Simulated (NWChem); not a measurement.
**UB3LYP/def2-TZVPP (core potential) run of InH2 (SMILES [InH2])**

What is the electronic atomisation energy of InH2 at UB3LYP/def2-TZVPP (core potential)? 

The results are computed with NWChem 7.3.0.

## (1) The system as given

InH2: 3 atoms, total charge 0, spin state doublet. As SMILES, `[InH2]`. The shape is that of a PBE0-D4/def2-TZVP optimisation.

Bond lengths: In1–H2 1.758 Å, In1–H3 1.758 Å. Angles: H2–In1–H3 120.6°.

## (2) The energy at UB3LYP/def2-TZVPP (core potential)

File test.xyz:

```xyz
3

In     0.384600    -0.425400     0.149800
H      0.691300     1.265400     0.521600
H     -1.086900    -0.904800    -0.684700
```

File test.nw:

```
start test
memory total 2200 mb
charge 0

geometry noautosym nocenter noautoz
  load format xyz test.xyz
end

basis spherical bse
  In library def2-TZVPP
  H library def2-TZVPP
end

ecp bse
  In library def2-TZVPP
end

dft
  xc b3lyp
  mult 2
  grid fine
  convergence energy 1e-08
  iterations 100
  mulliken
  print low
end

task dft energy
```

On the command line:

```sh
$ nwchem test.nw > test.out
```

The log of the run:

```text
[...]
 d= 0,ls=0.0,diis     1   -191.3287856632 -2.04D+02  9.96D-03  3.04D-02     1.8
[...]
 d= 0,ls=0.0,diis     8   -191.3472568405 -4.59D-09  5.98D-07  1.63D-10    11.7
[...]
         Total DFT energy =     -191.347256840518
      One electron energy =     -361.350288981415
           Coulomb energy =      174.664014316949
    Exchange-Corr. energy =      -17.475178069663
 Nuclear repulsion energy =       12.814195893610
[...]
      Total Density - Mulliken Population Analysis
     ---------------------------------------------
    Atom       Charge   Shell Charges
 -----------   ------   -------------------------------------------------------
    1 In  21    20.70   0.41 -0.85  1.64  0.81  1.03  0.47 -0.41  6.40  0.52  0.55  0.13  8.80  1.14  0.07  0.00  0.01
    2 H    1     1.15   0.22  0.53  0.38  0.00  0.01  0.00
    3 H    1     1.15   0.22  0.53  0.38  0.00  0.01  0.00
[...]
      <S2> =      0.7531 (Exact =     0.7500)
[...]
```

Wall time 12 s (1 thread of Intel Xeon 6975P-C (Granite Rapids), shared host); peak memory 0.11 GiB.

## (3) The H atom, same level

File h.nw:

```
start h
title "H energy"
memory total 2200 mb
charge 0

geometry units angstrom noautosym nocenter noautoz
H     0.000000    0.000000    0.000000
end

basis spherical bse
H library def2-TZVPP
end

dft
xc b3lyp
mult 2
grid fine
convergence energy 1e-08
maxiter 100
mulliken
noprint "final vectors analysis"
end

task dft energy
```

Run the same way, it converges to -0.50215 Eh (log not shown).

## (4) The In atom, same level

File input.nw:

```
start input
title "In"
memory 2200 mb
geometry units angstroms noautosym nocenter noautoz
  In    0.000000    0.000000    0.000000
end
basis spherical bse
  * library def2-TZVPP
end
ecp bse
  In library def2-TZVPP
end
dft
  xc b3lyp
  mult 2
  grid fine
  convergence energy 1e-08
  maxiter 100
  mulliken
  print low
end
task dft energy
```

On the command line:

```sh
$ nwchem input.nw > input.out
```

The log of the run:

```text
[...]
 d= 0,ls=0.0,diis     1   -190.1666812234 -1.90D+02  1.44D-02  2.45D-02     0.7
[...]
 d= 0,ls=0.0,diis     6   -190.1866485795 -5.98D-09  7.85D-07  1.02D-09     3.1
[...]
         Total DFT energy =     -190.186648579460
      One electron energy =     -334.798245409139
           Coulomb energy =      161.357794854382
    Exchange-Corr. energy =      -16.746198024703
 Nuclear repulsion energy =        0.000000000000
[...]
      Total Density - Mulliken Population Analysis
     ---------------------------------------------
    Atom       Charge   Shell Charges
 -----------   ------   -------------------------------------------------------
    1 In  21    21.00   0.42 -0.87  1.66  0.80  1.24  0.76 -0.41  6.39  0.24  0.51  0.27  8.81  1.14  0.05  0.00  0.00
     --------------------------------------------
      Spin Density - Mulliken Population Analysis
     --------------------------------------------
    Atom       Charge   Shell Charges
 -----------   ------   -------------------------------------------------------
    1 In  21     1.00  -0.00  0.00 -0.00 -0.00 -0.01  0.01 -0.00  0.00  0.22  0.51  0.27 -0.01  0.01  0.00  0.00  0.00
[...]
      <S2> =      0.7520 (Exact =     0.7500)
[...]
```

Run time: 3.9 s. Hardware: 1 thread of Intel Xeon 6975P-C (Granite Rapids), shared host; peak memory 0.11 GiB.

## (5) Summary of results

At UB3LYP/def2-TZVPP (core potential):

| quantity | value |
| --- | --- |
| molecule: total energy | -191.34726 Eh |
| molecule: ⟨S²⟩ | 0.753 |
| H atom: total energy | -0.50215 Eh |
| H atom: ⟨S²⟩ | 0.750 |
| In atom: total energy | -190.18665 Eh |
| In atom: ⟨S²⟩ | 0.752 |
| electronic atomisation energy | 4.253 eV |

Taking the molecule apart into free atoms costs 4.25 eV (410 kJ/mol), before zero-point energy and without spin-orbit coupling. Mulliken charges (molecule) run from -0.15 on H2 to +0.30 on In1; they depend strongly on the basis.
